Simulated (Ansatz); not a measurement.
Runs of Ansatz 0.2.0 on Hf2Pd2Se2Br2O3. Symmetry: Cm, No. 8, monoclinic system. The conventional cell has a = 15.354 Å, b = 3.419 Å, c = 13.208 Å, α = 90.00°, β = 107.63°, γ = 90.00°. Around Hf (site symmetry m) lie 3 O at 1.97 to 2.13 Å. Hf (site symmetry m) is surrounded by 3 O at 1.87 to 2.09 Å. Around Pd (site symmetry m) lie 2 O at 2.23 Å and 2 Se at 2.41 Å. Around Pd (site symmetry m) lie 4 Se at 2.42 to 2.60 Å. Se (site symmetry m) has 2 Pd at 2.42 Å and 1 Hf at 2.76 Å as nearest neighbours. Se (site symmetry m) is surrounded by 4 Pd at 2.41 to 2.60 Å. Br (site symmetry m) is surrounded by 3 Hf at 2.82 to 3.06 Å and 3 O at 3.21 to 3.22 Å. Br (site symmetry m) is surrounded by 2 Hf at 2.73 Å. The cell was built by a generator and needn't be a form met in nature.

```tsv
task	level	cell	k mesh	cutoff (eV)	temperature	target pressure (GPa)	points for each segment of the path	mesh quality	gap on the mesh (eV)	pressure (GPa)	largest force (eV/Å)
single point	HSE06	as given	4 × 4 × 1	420	-	-	-	coarse	(c)	-1.6	0.60
relaxation of cell and atoms	r2SCAN+D4	relaxed	6 × 6 × 2	500	-	-	-	not flagged	(a)	0.0	0.01
relaxation of cell and atoms	PBE	relaxed to 10 GPa	6 × 6 × 2	420	-	10	-	not flagged	0.50	10.0	-
single point	HSE03	as given	4 × 4 × 1	420	-	-	-	coarse	1.61	-1.5	0.58
band structure	PBEsol	as given	8 × 8 × 2	420	-	-	10	not flagged	0.81	-2.5	0.35
single point	r2SCANh	as given	4 × 4 × 1	500	-	-	-	coarse	1.67	-1.9	0.70
single point	PBE0	as given	4 × 4 × 1	420	-	-	-	coarse	(b)	-1.6	0.60
```

Alike in all rows: potentials or basis Ansatz PAW; no spin polarisation; smearing fermi-dirac 0.05 eV.

Task: Fill in the values left out.

Result: (a) 0.67; (b) 2.46; (c) 1.78.

Caveats: some runs use coarse meshes; spin-orbit coupling is left out, which moves the levels of the heavy elements; the PAW data sets come from PBE, with cores solved anew for the run's functional, which leaves a small shift of forces and pressure (some runs); the thresholds are loose for stress (some runs); the plane-wave basis is chosen anew once the cell has moved, so the energies of steps on either side of that aren't comparable (some runs); the k mesh misses the band edges, so the gap on the mesh is wider than the one along the path (some runs).

A k mesh can miss the band edges, and the runs leave out spin-orbit coupling on Br, Hf, Pd, Se.
